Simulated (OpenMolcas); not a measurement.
**Cu⁴⁺ among point charges: CASSCF and CASPT2 levels and susceptibility**

Aim: the splitting of the states of Cu⁴⁺ in the field of 5 point charges, its lowest levels with spin-orbit coupling and its magnetic susceptibility.

Method: state-averaged CASSCF and CASPT2, spin-orbit coupling by RASSI with atomic mean-field integrals. Code: OpenMolcas 26.06.

## Step 1: The atom as given

* Species: Cu⁴⁺ (copper, Z = 29, 25 electrons)
* Basis: ANO-RCC-VTZP [6s5p3d2f1g], 59 functions
* Scalar Hamiltonian: DKH2, point nucleus
* Inactive shells: 1s 2s 2p 3s 3p
* Active space: 7 electrons in 5 orbitals (3d)
* Some configurations of this space: 3d⁷
* Orbitals: optimised for each spin and parity, averaged over all roots

Outer shells as boxes (Hund's rule):

3d7
```
3d [↑↓][↑↓][↑ ][↑ ][↑ ]
```

The ion sits among 5 point charges of -0.65 e arranged as a square pyramid (C4v), 1.72 Å from the ion, with the axial distance 1.789 Å.

The work runs as a chain of OpenMolcas steps in one folder; each step below is one input file. Labels, J, g values, rates, χT and fits are worked out afterwards by a script from the matrices that RASSI stores.

## Step 2: Basis and integrals

The input, a.inp:

```
&GATEWAY
Coord
1

Cu 0.0 0.0 0.0
Basis=ANO-RCC-VTZP
Group=NoSym
NoMove
AngMom=0.0 0.0 0.0
AMFI
XField
5 Angstrom 0
1.720000 0.000000 0.000000 -0.650000
0.000000 1.720000 0.000000 -0.650000
-1.720000 0.000000 0.000000 -0.650000
0.000000 -1.720000 0.000000 -0.650000
0.000000 0.000000 1.788800 -0.650000
&SEWARD
```

Command:

```sh
$ OMP_NUM_THREADS=1 MOLCAS_MEM=1689 MOLCAS_PROJECT=a pymolcas a.inp > a.log
```

Standard output:

```text
Basis set label: CU.ANO-RCC...6S5P3D2F1G.

      Electronic valence basis set:
      ------------------
      Associated Effective Charge  29.000000 au
      Associated Actual Charge     29.000000 au
      Nuclear Model: Point charge

      Shell  nPrim  nBasis  Cartesian Spherical Contaminant
         s      21       6        X
         p      15       5        X
         d      10       3                 X
         f       6       2                 X
         g       4       1                 X
                  Relativistic Douglas-Kroll-Hess integrals:
                    - DKH order of Hamiltonian: 2
                    - DKH order of Properties : 0
                  Atomic mean-field integrals
```

## Step 3: Reference wave functions, quartets, 10 roots

The input, a.inp:

```
&RASSCF
FileOrb=start.orb
Symmetry=1
Spin=4
nActEl=7 0 0
Inactive=9
Ras2=5
CIRoot=10 10 1
SDav=10
CIMx=300
Iter=120 100
PrWF=0.3
OrbListing=Nothing
MaxOrb=0
>>> COPY $Project.JobIph JOB001
```

Command:

```sh
$ OMP_NUM_THREADS=1 MOLCAS_MEM=1689 MOLCAS_PROJECT=a pymolcas a.inp > a.log
```

start.orb holds the contracted functions of the basis, ordered by shell, or the orbitals of the step before.

Standard output, cut to the lines that bear on the results:

```text
[...]
      Number of active orbitals                  5
[...]
      Spin quantum number                      1.5
[...]
      Active orbitals                            5
[...]
      Number of CSFs                            10
      Number of root(s) required                10
[...]
      Convergence after  8 iterations
[...]
      Natural orbitals and occupation numbers for root  1
      sym 1:   1.155482   1.844518   1.000000   1.844518   1.155482
      Natural orbitals and occupation numbers for root  2
      sym 1:   1.909850   1.909850   1.090150   1.090150   1.000000
      Natural orbitals and occupation numbers for root  3
      sym 1:   1.000000   1.090150   1.909850   1.909850   1.090150
::    RASSCF root number  1 Total energy:  -1652.93319329
::    RASSCF root number  2 Total energy:  -1652.93172908
::    RASSCF root number  3 Total energy:  -1652.93172908
[...]
::    RASSCF root number  7 Total energy:  -1652.92494046
::    RASSCF root number  8 Total energy:  -1652.82358337
::    RASSCF root number  9 Total energy:  -1652.82358337
::    RASSCF root number 10 Total energy:  -1652.81286648
```

## Step 4: CASSCF: doublets, 40 roots

The input, a.inp:

```
&RASSCF
FileOrb=start.orb
Symmetry=1
Spin=2
nActEl=7 0 0
Inactive=9
Ras2=5
CIRoot=40 40 1
SDav=40
CIMx=300
Iter=120 100
PrWF=0.3
OrbListing=Nothing
MaxOrb=0
>>> COPY $Project.JobIph JOB002
```

Command:

```sh
$ OMP_NUM_THREADS=1 MOLCAS_MEM=1689 MOLCAS_PROJECT=a pymolcas a.inp > a.log
```

Standard output, cut to the lines that bear on the results:

```text
[...]
      Number of active orbitals                  5
[...]
      Spin quantum number                      0.5
[...]
      Active orbitals                            5
[...]
      Number of CSFs                            40
      Number of root(s) required                40
[...]
      Convergence after  7 iterations
[...]
      Natural orbitals and occupation numbers for root  1
      sym 1:   1.445634   1.539410   1.432525   1.539410   1.043020
      Natural orbitals and occupation numbers for root  2
      sym 1:   1.264168   1.515719   1.484242   1.515719   1.220151
      Natural orbitals and occupation numbers for root  3
      sym 1:   1.474434   1.498197   1.337051   1.483407   1.206911
::    RASSCF root number  1 Total energy:  -1652.82095219
::    RASSCF root number  2 Total energy:  -1652.82059251
::    RASSCF root number  3 Total energy:  -1652.81970336
[...]
::    RASSCF root number 27 Total energy:  -1652.76786698
::    RASSCF root number 28 Total energy:  -1652.76696791
::    RASSCF root number 29 Total energy:  -1652.67609159
::    RASSCF root number 30 Total energy:  -1652.67609159
```

## Step 5: State interaction with spin-orbit coupling

The input, a.inp:

```
&RASSI
NrOfJobIphs=2 10 40
1 2 3 4 5 6 7 8 9 10
1 2 3 4 5 6 7 8 9 10 11 12 13 14 15 16 17 18 19 20 21 22 23 24 25 26 27
28 29 30 31 32 33 34 35 36 37 38 39 40
IphNames
JOB001
JOB002
EJob
SpinOrbit
DIPRint=1.0
SOCoupling=1000.0
Subsets=2
Property=9
'ANGMOM' 1 'ANGMOM' 2 'ANGMOM' 3 'MLTPL  1' 1 'MLTPL  1' 2 'MLTPL  1' 3
'AMFI' 1 'AMFI' 2 'AMFI' 3
SOProperty=3
'ANGMOM' 1 'ANGMOM' 2 'ANGMOM' 3
```

Command:

```sh
$ OMP_NUM_THREADS=1 MOLCAS_MEM=1689 MOLCAS_PROJECT=a pymolcas a.inp > a.log
```

Standard output:

```text
SPIN-FREE ENERGIES:
  (Shifted by EMIN (a.u.) =      -1652.9331932928)

 SF State       Relative EMIN(au)   Rel lowest level(eV)    D:o, cm**(-1)      L_eff

     1             0.0000000000        0.0000000000              0.0000         3.0
     2             0.0014642146        0.0398433102            321.3580         3.0
     3             0.0014642146        0.0398433102            321.3580         3.0
     4             0.0037771466        0.1027813945            828.9879         3.0
     5             0.0062211464        0.1692860170           1365.3838         3.0
     6             0.0062211464        0.1692860170           1365.3838         3.0
     7             0.0082528374        0.2245711454           1811.2884         3.0
     8             0.1096099244        2.9826379891          24056.5978         1.0
     9             0.1096099244        2.9826379891          24056.5978         1.0
    11             0.1122411066        3.0542361049          24634.0755         4.0
    12             0.1126007783        3.0640232694          24713.0143         4.0
    13             0.1134899297        3.0882183123          24908.1605         4.0
    14             0.1134899297        3.0882183123          24908.1605         4.0
    15             0.1143865774        3.1126173392          25104.9519         4.0
    16             0.1151362182        3.1330161033          25269.4790         4.0
    17             0.1156831740        3.1478995287          25389.5220         4.0
    18             0.1156831740        3.1478995287          25389.5220         4.0
    19             0.1159301834        3.1546209983          25443.7343         4.0
    10             0.1203268142        3.2742594173          26408.6832         1.0
    20             0.1437531432        3.9117223046          31550.1681         4.8
    21             0.1437531432        3.9117223046          31550.1681         4.8
    22             0.1472982766        4.0081902968          32328.2349         4.3
    23             0.1480568296        4.0288315779          32494.7181         5.0
    24             0.1492680658        4.0617909923          32760.5537         2.7
    25             0.1504623270        4.0942884958          33022.6638         2.6
    26             0.1504623270        4.0942884958          33022.6638         2.6
    27             0.1508395580        4.1045534732          33105.4564         4.6
    28             0.1508395580        4.1045534732          33105.4564         4.6
    29             0.1527308303        4.1560176139          33520.5427         5.0
    30             0.1542256742        4.1966943897          33848.6230         5.0
    31             0.1554762627        4.2307246355          34123.0954         4.9
    32             0.1554762627        4.2307246355          34123.0954         4.9
    33             0.1563372281        4.2541526978          34312.0555         4.9
    34             0.1615656839        4.3964262300          35459.5689         2.0
    35             0.1644324131        4.4744339030          36088.7432         2.0
    36             0.1644324131        4.4744339030          36088.7432         2.0
    37             0.1653263159        4.4987582397          36284.9322         2.0
    38             0.1662253832        4.5232231052          36482.2547         2.0
    39             0.2571017058        6.9960938203          56427.3021         3.0
    40             0.2571017058        6.9960938203          56427.3021         3.0
Eigenvalues of complex Hamiltonian:
   -----------------------------------
  (Shifted by EMIN (a.u.) =      -1652.9331932928)

 SO State       Relative EMIN(au)   Rel lowest level(eV)    D:o, cm**(-1)     J-value

     1            -0.0062465599        0.0000000000              0.0000         4.4
     2            -0.0062465599        0.0000000000              0.0000         4.4
     3            -0.0055086380        0.0200798774            161.9551         4.2
     4            -0.0055086380        0.0200798774            161.9551         4.2
     5            -0.0033854585        0.0778545334            627.9392         3.8
     6            -0.0033854585        0.0778545334            627.9392         3.8
     7            -0.0021533418        0.1113821384            898.3575         2.3
     8            -0.0021533418        0.1113821384            898.3575         2.3
     9            -0.0015652115        0.1273859771           1027.4372         2.8
    10            -0.0015652115        0.1273859771           1027.4372         2.8
    11             0.0022417124        0.2309776554           1862.9604         3.0
    12             0.0022417124        0.2309776554           1862.9604         3.0
    13             0.0029942035        0.2514539815           2028.1131         3.3
    14             0.0029942035        0.2514539815           2028.1131         3.3
    15             0.0046399854        0.2962379892           2389.3205         2.9
    16             0.0046399854        0.2962379892           2389.3205         2.9
    17             0.0052424417        0.3126316595           2521.5444         1.6
    18             0.0052424417        0.3126316595           2521.5444         1.6
    19             0.0078562073        0.3837558435           3095.1996         2.3
    20             0.0078562073        0.3837558435           3095.1996         2.3
    21             0.0079836405        0.3872234794           3123.1680         2.0
    22             0.0079836405        0.3872234794           3123.1680         2.0
    23             0.0107571706        0.4626950781           3731.8875         1.6
    24             0.0107571706        0.4626950781           3731.8875         1.6
    25             0.0128176145        0.5187626109           4184.1026         1.8
    26             0.0128176145        0.5187626109           4184.1026         1.8
    27             0.0143879360        0.5614932358           4528.7484         0.9
    28             0.0143879360        0.5614932358           4528.7484         0.9
    29             0.1070251893        3.0822813168          24860.2754         1.2
    30             0.1070251893        3.0822813168          24860.2754         1.2
    31             0.1077454141        3.1018796329          25018.3465         1.8
    32             0.1077454141        3.1018796329          25018.3465         1.8
    33             0.1086793712        3.1272939007          25223.3264         1.8
    34             0.1086793712        3.1272939007          25223.3264         1.8
    35             0.1091388726        3.1397975707          25324.1753         2.3
    36             0.1091388726        3.1397975707          25324.1753         2.3
    37             0.1095575119        3.1511893244          25416.0560         2.7
    38             0.1095575119        3.1511893244          25416.0560         2.7
    39             0.1102743921        3.1706966292          25573.3930         1.6
    40             0.1102743921        3.1706966292          25573.3930         1.6
    41             0.1104189452        3.1746301207          25605.1187         3.9
Weights of the five most important spin-orbit-free states for each spin-orbit state.

 SO State  Total energy (au)           Spin-free states, spin, and weights
 -------------------------------------------------------------------------------------------------------
    1        -0.006247       1 1.5  0.5357    3 1.5  0.2109    2 1.5  0.2109    4 1.5  0.0314    6 1.5  0.0033
    2        -0.006247       1 1.5  0.5357    3 1.5  0.2109    2 1.5  0.2109    4 1.5  0.0314    6 1.5  0.0033
    3        -0.005509       1 1.5  0.3376    2 1.5  0.2509    3 1.5  0.2509    4 1.5  0.1386    5 1.5  0.0069
    4        -0.005509       1 1.5  0.3376    2 1.5  0.2509    3 1.5  0.2509    4 1.5  0.1386    5 1.5  0.0069
    5        -0.003385       2 1.5  0.2829    3 1.5  0.2829    4 1.5  0.1486    7 1.5  0.1095    1 1.5  0.0852
    6        -0.003385       2 1.5  0.2829    3 1.5  0.2829    4 1.5  0.1486    7 1.5  0.1095    1 1.5  0.0852
    7        -0.002153       6 1.5  0.2313    5 1.5  0.2313    3 1.5  0.1736    2 1.5  0.1736    4 1.5  0.1471
    8        -0.002153       6 1.5  0.2313    5 1.5  0.2313    3 1.5  0.1736    2 1.5  0.1736    4 1.5  0.1471
    9        -0.001565       4 1.5  0.2829    6 1.5  0.2281    5 1.5  0.2281    7 1.5  0.1409    1 1.5  0.0630
   10        -0.001565       4 1.5  0.2829    5 1.5  0.2281    6 1.5  0.2281    7 1.5  0.1409    1 1.5  0.0630
   11         0.002242       1 1.5  0.4395    4 1.5  0.2071    3 1.5  0.1312    2 1.5  0.1312    7 1.5  0.0367
   12         0.002242       1 1.5  0.4395    4 1.5  0.2071    2 1.5  0.1312    3 1.5  0.1312    7 1.5  0.0367
```

Time for these steps: 9.9 s (1 thread of Arm Neoverse V2, shared host).

States without spin-orbit coupling:

| state | degeneracy | E (cm-1) | free-ion L (%) |
| --- | --- | --- | --- |
| quartet | 1 | 0 | F (100) |
| quartet | 2 | 321 | F (100) |
| quartet | 1 | 829 | F (100) |
| quartet | 2 | 1365 | F (100) |
| quartet | 1 | 1811 | F (100) |
| quartet | 2 | 24057 | P (100) |
| doublet | 1 | 24634 | G (98) |
| doublet | 1 | 24713 | G (99) |
| doublet | 2 | 24908 | G (99) |
| doublet | 1 | 25105 | G (100) |
| doublet | 1 | 25269 | G (100) |
| doublet | 2 | 25390 | G (99) |
| doublet | 1 | 25444 | G (99) |
| quartet | 1 | 26409 | P (100) |
| doublet | 2 | 31550 | H (92) |
| doublet | 1 | 32328 | H (75) |
| doublet | 1 | 32495 | H (97) |
| doublet | 1 | 32761 | P (71) |
| doublet | 2 | 33023 | P (68) |
| doublet | 2 | 33105 | H (84) |
| doublet | 1 | 33521 | H (99) |
| doublet | 1 | 33849 | H (99) |
| doublet | 2 | 34123 | H (96) |
| doublet | 1 | 34312 | H (95) |

With spin-orbit coupling:

```csv
E (cm-1),Degeneracy,2S+1,g
0.0,2,4,1.43 6.59 6.59
162.0,2,4,3.32 3.53 3.53
627.9,2,4,3.01 3.01 5.63
898.4,2,4,3.87 3.87 5.15
1027,2,4,2.02 3.75 3.75
1863,2,4,2.09 2.53 2.53
2028,2,4,0.74 4.57 4.57
2389,2,4,3.21 3.21 3.66
2522,2,4,0.30 0.30 7.86
3095,2,4,2.40 3.06 3.06
3123,2,4,0.51 1.37 1.37
3732,2,4,2.76 2.85 2.85
4184,2,4,0.67 0.67 1.84
4529,2,4,0.12 1.33 1.33
24860,2,4,0.03 0.03 7.99
25018,2,4,0.02 0.02 4.01
25223,2,4,0.17 0.83 0.83
25324,2,2,2.91 2.91 5.03
25416,2,2,2.31 3.01 3.01
25573,2,4,1.62 1.62 3.73
25605,2,2,3.66 3.90 3.90
25978,2,2,1.56 3.95 3.95
26079,2,2,0.85 5.31 5.31
26869,2,2,0.11 0.11 6.27
```

The table of states holds 24 of 37 computed; the rest, higher up, is left out. Principal g values are given for doublets only; a zero marks a field direction without first-order Zeeman splitting.

Powder χT (cm³ K/mol): 2.82 at 2 K, 2.88 at 5 K, 2.99 at 10 K, 3.21 at 20 K, 3.83 at 50 K, 4.47 at 100 K, 4.76 at 150 K, 4.93 at 200 K, 5.03 at 250 K, 5.11 at 300 K.

Orbitals of the lowest block (energies include the constant potential of the surroundings):

| shell | space | energy (hartree) | mean occupation | ⟨r²⟩ (bohr²) |
| --- | --- | --- | --- | --- |
| 1s | inactive | -334.1298 | 2.000 | 0.00362 |
| 2s | inactive | -43.3925 | 2.000 | 0.0646 |
| 2p | inactive | -37.5318 | 6.000 | 0.0520 |
| 3s | inactive | -6.7571 | 2.000 | 0.562 |
| 3p | inactive | -4.9181 | 6.000 | 0.621 |
| 3d | RAS2 |  | 7.000 | 0.798 |

[end of part 1 of 2]
